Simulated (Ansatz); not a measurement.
# CH₄Cl₂SeSn: ionisation energy by level of theory

One table from this session's results is given with a row withheld; the runs are named, their logs left out.

Program: Ansatz 0.2.0, Gaussian basis. Level of theory: unrestricted cation, the program's frozen cores in correlated methods. These are calculated values, not measurements.

Levels to be run: UKS PBE-D4/def2-TZVPP; UKS r2SCAN-D4/def2-TZVPP; UKS PBE0-D4/def2-TZVPP; UKS B3LYP-D4/def2-TZVPP; UKS wB97X-V/def2-TZVPP; UKS wB97M-V/def2-TZVPP; UKS B2PLYP/def2-TZVPP; UHF-CCSD(T)/def2-TZVPP; UHF-MP2/def2-QZVPP; extrapolation to the limit; then −ε(HOMO) from the neutral's earlier runs with LDA (SPW92), PBE-D4, revPBE-D4, BLYP-D4, r2SCAN-D4, B97M-V, PBE0-D4, B3LYP-D4, r2SCANh-D4, r2SCAN0-D4, HSE06-D4, BHLYP-D4, CAM-B3LYP-D4, LC-ωPBE, ωB97X-V, ωB97M-V.

## The relaxed structure

All runs share one geometry, relaxed beforehand with PBE0-D4 in a triple-zeta def2 set. Sn takes the def2 core potential; no spin-orbit term is included.

SMILES `C[Se][SnH]([Cl])[Cl]`, 9 atoms, charge 0, spin multiplicity 1.

Atoms are counted from 1 here; the program's logs count them from 0.

Bond lengths: C1–Se2 1.961 Å, C1–H6 1.087 Å, C1–H7 1.087 Å, C1–H8 1.089 Å, Se2–Sn3 2.488 Å, Sn3–Cl4 2.325 Å, Sn3–Cl5 2.325 Å, Sn3–H9 1.697 Å. Angles: Se2–C1–H6 110.1°, Se2–C1–H7 110.1°, Se2–C1–H8 105.5°, H6–C1–H7 111.2°, H6–C1–H8 109.9°, H7–C1–H8 109.9°, C1–Se2–Sn3 95.4°, Se2–Sn3–Cl4 108.8°, Se2–Sn3–Cl5 108.8°, Se2–Sn3–H9 116.5°, Cl4–Sn3–Cl5 103.4°, Cl4–Sn3–H9 109.3°, Cl5–Sn3–H9 109.3°.

The first run:

Input file in.yaml:

```yaml
crystal:
  periodic: [false, false, false]
  atoms:
    - {symbol: C, position_ang: [-1.227195, -0.041726, 1.135368]}
    - {symbol: Se, position_ang: [0.230546, 1.266318, 1.041630]}
    - {symbol: Sn, position_ang: [1.312972, 0.270352, -0.965373]}
    - {symbol: Cl, position_ang: [1.783235, -1.964417, -0.530327]}
    - {symbol: Cl, position_ang: [-0.247585, 0.167390, -2.685448]}
    - {symbol: H, position_ang: [-1.829614, 0.004041, 0.231194]}
    - {symbol: H, position_ang: [-0.824514, -1.040127, 1.288865]}
    - {symbol: H, position_ang: [-1.826420, 0.252589, 1.995272]}
    - {symbol: H, position_ang: [2.716974, 1.039380, -1.528280]}
basis:
  gaussian: {orbitals: def2-TZVPP}
total_charge: 1
magnetization: {spin_polarized: true, initial_magnetization: 1}
hamiltonian: {xc: pbe, dispersion: d4}
```

The run is started by

```sh
ansatz run in.yaml --threads 2 --pin off --events-out ev --progress --plain --max-ram 32768MiB --backend cpu
```

Steps of the session up to this table: Cation, UKS PBE-D4/def2-TZVPP; Cation, UKS r2SCAN-D4/def2-TZVPP; Cation, UKS PBE0-D4/def2-TZVPP; Cation, UKS B3LYP-D4/def2-TZVPP; Cation, UKS wB97X-V/def2-TZVPP; Cation, UKS wB97M-V/def2-TZVPP; Cation, UKS B2PLYP (frozen core)/def2-TZVPP; Cation, UHF-CCSD(T)/def2-TZVPP; Cation, UHF-MP2/def2-QZVPP.

One table of the session follows, with a row left open; its other results are not shown here.

For comparison, −ε(HOMO) of the neutral from earlier runs:

| functional | −ε(HOMO) (eV) |
| --- | --- |
| LDA (SPW92) | 6.20 |
| PBE-D4 | 6.06 |
| revPBE-D4 | 6.01 |
| BLYP-D4 | 5.90 |
| r2SCAN-D4 | 6.34 |
| B97M-V | 6.42 |
| PBE0-D4 | 7.22 |
| B3LYP-D4 | 6.98 |
| r2SCANh-D4 | ? |
| r2SCAN0-D4 | 7.39 |
| HSE06-D4 | 6.82 |
| BHLYP-D4 | 8.22 |
| CAM-B3LYP-D4 | 8.50 |
| LC-ωPBE | 9.86 |
| ωB97X-V | 9.52 |
| ωB97M-V | 9.37 |

Estimate the missing values for r2SCANh-D4.

Worked estimate for «−ε(HOMO) (eV)». Against the share of exact exchange, r2SCAN-D4 (0, 6.34), r2SCAN0-D4 (0.25, 7.39) give a slope of 4.20 per unit share; at 0.1 the line stands at 6.76.

The run gave: −ε(HOMO) (eV): 6.76. In «−ε(HOMO) (eV)» the line misses by 0.00.
